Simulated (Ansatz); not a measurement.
**C2H10ClNSi2: one species, many methods**

One table from this session's results is given with a row withheld; the runs are named, their logs left out.

The runs use Ansatz 0.2.0, Gaussian basis; functionals in def2-TZVPP, the program's frozen cores in correlated methods.

The runs, in order: LDA (SPW92), PBE-D4, revPBE-D4, BLYP-D4, r2SCAN-D4, B97M-V, PBE0-D4, B3LYP-D4, r2SCANh-D4, r2SCAN0-D4, HSE06-D4, BHLYP-D4, CAM-B3LYP-D4, LC-ωPBE, ωB97X-V, ωB97M-V, B2PLYP, PBE-QIDH; CCSD(T)/def2-SVP; CCSD(T)/def2-TZVPP; MP2/def2-QZVPP; extrapolation to the limit; RPA on PBE.

**Structure used throughout**

All runs share one geometry, relaxed beforehand with PBE0-D4 in a triple-zeta def2 set.

SMILES `CN(C)[SiH]([SiH3])Cl`, 16 atoms, charge 0, spin multiplicity 1.

Atoms are counted from 1 here; the program's logs count them from 0.

Bond lengths: C1–N2 1.444 Å, C1–H7 1.099 Å, C1–H8 1.096 Å, C1–H9 1.092 Å, N2–C3 1.446 Å, N2–Si4 1.703 Å, C3–H10 1.091 Å, C3–H11 1.096 Å, C3–H12 1.099 Å, Si4–Si5 2.338 Å, Si4–Cl6 2.090 Å, Si4–H13 1.483 Å, Si5–H14 1.488 Å, Si5–H15 1.488 Å, Si5–H16 1.487 Å. Angles: N2–C1–H7 112.1°, N2–C1–H8 110.4°, N2–C1–H9 110.8°, H7–C1–H8 107.8°, H7–C1–H9 107.7°, H8–C1–H9 107.8°, C1–N2–C3 113.3°, C1–N2–Si4 122.2°, C3–N2–Si4 121.1°, N2–C3–H10 110.5°, N2–C3–H11 110.3°, N2–C3–H12 112.1°, H10–C3–H11 108.0°, H10–C3–H12 108.0°, H11–C3–H12 107.8°, N2–Si4–Si5 111.7°, N2–Si4–Cl6 113.9°, N2–Si4–H13 107.0° and more.

Set-up of the first run:

File in.yaml:

```yaml
crystal:
  periodic: [false, false, false]
  atoms:
    - {symbol: C, position_ang: [-0.235076, 0.351061, -1.547249]}
    - {symbol: N, position_ang: [0.063559, -0.596692, -0.499137]}
    - {symbol: C, position_ang: [0.438506, -1.901370, -0.996715]}
    - {symbol: Si, position_ang: [0.470899, -0.106486, 1.080604]}
    - {symbol: Si, position_ang: [-0.845291, 1.688991, 1.795230]}
    - {symbol: Cl, position_ang: [2.446311, 0.543940, 1.283687]}
    - {symbol: H, position_ang: [0.627171, 0.524540, -2.205393]}
    - {symbol: H, position_ang: [-1.063096, -0.012322, -2.167214]}
    - {symbol: H, position_ang: [-0.530490, 1.314858, -1.127020]}
    - {symbol: H, position_ang: [0.623923, -2.587122, -0.168113]}
    - {symbol: H, position_ang: [-0.367867, -2.321612, -1.609340]}
    - {symbol: H, position_ang: [1.345451, -1.861968, -1.615407]}
    - {symbol: H, position_ang: [0.377285, -1.308482, 1.944637]}
    - {symbol: H, position_ang: [-2.294235, 1.374055, 1.666305]}
    - {symbol: H, position_ang: [-0.545816, 2.902769, 0.988451]}
    - {symbol: H, position_ang: [-0.534232, 1.973239, 3.220875]}
basis:
  gaussian: {orbitals: def2-TZVPP}
hamiltonian: {xc: lda}
output: {orbitals: {seedname: orbitals}}
```

Steps of the session up to this table: LDA; PBE-D4 (GGA); revPBE-D4 (GGA); BLYP-D4 (GGA); r2SCAN-D4 (meta-GGA); B97M-V (meta-GGA); PBE0-D4 (hybrid); B3LYP-D4 (hybrid); r2SCANh-D4 (hybrid); r2SCAN0-D4 (hybrid); HSE06-D4 (hybrid); BHLYP-D4 (hybrid); CAM-B3LYP-D4 (range-separated); LC-ωPBE-D4 (range-separated; the results give it without D4); ωB97X-V (range-separated); ωB97M-V (range-separated); B2PLYP (double hybrid); PBE-QIDH (double hybrid).

One table of the session follows, with a row left open; its other results are not shown here.

It belongs to the step «Frontier levels by functional». 

| functional | HOMO (eV) | gap (eV) |
| --- | --- | --- |
| LDA (SPW92) | ? | ? |
| PBE-D4 | -5.59 | 4.66 |
| revPBE-D4 | -5.54 | 4.71 |
| BLYP-D4 | -5.47 | 4.74 |
| r2SCAN-D4 | -5.82 | 5.14 |
| B97M-V | -5.99 | 5.09 |
| PBE0-D4 | -6.87 | 6.79 |
| B3LYP-D4 | -6.66 | 6.43 |
| r2SCANh-D4 | -6.31 | 5.92 |
| r2SCAN0-D4 | -7.04 | 7.10 |
| HSE06-D4 | -6.48 | 6.02 |
| BHLYP-D4 | -8.10 | 8.98 |
| CAM-B3LYP-D4 | -8.23 | 9.24 |
| LC-ωPBE | -9.56 | 11.65 |
| ωB97X-V | -9.23 | 11.21 |
| ωB97M-V | -9.15 | 10.85 |

Estimate the missing values for LDA (SPW92).

**Answer.** HOMO (eV): -5.70; gap (eV): 4.56. In the column «HOMO (eV)» it lies between r2SCAN-D4 (-5.82) and PBE-D4 (-5.59).
